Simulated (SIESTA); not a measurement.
The system is Pb2O.

```
Pb O
1.0
     5.38000    0.00000    0.00000
     0.00000    5.38000    0.00000
     0.00000    0.00000    5.38000
Pb O
4 2
Direct
  0.75000 0.25000 0.75000
  0.25000 0.75000 0.75000
  0.75000 0.75000 0.25000
  0.25000 0.25000 0.25000
  0.50000 0.50000 0.50000
  0.00000 0.00000 0.00000
```

Base run:

- Program: SIESTA 5.4.2
- Functional: PBE
- Potentials or basis: PseudoDojo 0.4 standard (PBE files)
- Basis: DZP (energy shift 0.003 Ry; two zetas on semicore shells)
- Grid cutoff: 800 Ry
- Energy shift: 0.003 Ry
- k mesh: 5 × 5 × 5
- Occupations: fermi-dirac, width 0.05 eV
- Spin: no spin polarisation

Its results: band gap on the k mesh none (metal or under the smearing width); pressure 4.1 GPa.

Problem. The run is repeated on the same cell with these changes: functional from PBE to PBEsol; potentials or basis from PseudoDojo 0.4 standard (PBE files) to PseudoDojo 0.4 standard (PBEsol files). What comes out?

Solution. Band gap on the k mesh none (metal or under the smearing width); pressure 1.3 GPa.

Caveats: the basis of atomic orbitals isn't converged, which shifts pressures, moduli and gaps; spin-orbit coupling is left out, which moves the levels of the heavy elements (some runs).
